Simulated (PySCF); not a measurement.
# C8H9FO: the cost of one run

Computed with PySCF 2.14.0 and routines of our own; the level stands in each step. Atoms count from 0.

### Step 1. The starting structure

19 atoms, charge 0, multiplicity 1; geometry from: GFN2-xTB.

### Step 2. Magnetic properties: GIAO KT3/pcSseg-1

The job: settings as JSON, then the geometry in Å.

```
{"job": {"kind": "mag", "xc": "KT3", "basis": "pcSseg-1", "isotopologues": 0}, "charge": 0, "multiplicity": 1}
C      0.125201    -2.104965     0.168796
C     -0.390162    -0.700003     0.135677
C     -1.678239    -0.416354     0.570875
C     -2.187275     0.869463     0.540163
C     -1.378990     1.882442     0.063537
F     -1.854190     3.147249     0.026267
C     -0.091254     1.638043    -0.374188
C      0.407709     0.343481    -0.345360
C      1.825921     0.084177    -0.794125
O      2.672208    -0.300422     0.271392
H     -0.544001    -2.745897     0.736388
H      1.117072    -2.138607     0.612653
H      0.202865    -2.498509    -0.844865
H     -2.298604    -1.219504     0.940561
H     -3.187323     1.088869     0.878545
H      0.509447     2.457381    -0.740113
H      1.857917    -0.748194    -1.502189
H      2.225800     0.978232    -1.292164
H      2.656097     0.392369     0.940690
```

With the program's defaults for keys left out, this is: GIAO KT3/pcSseg-1 magnetisability, rotational g tensor and spin-rotation constants, non-relativistic, gas phase.

The run is started by

```bash
$ OMP_NUM_THREADS=1 python excited_run.py task.json out
```

This one command runs all jobs of the session in turn.

**Question.** How long does this first job take on 1 thread of Arm Neoverse N1, shared host, and how much memory does it need?

About 2 min, with a peak of 0.73 GiB.
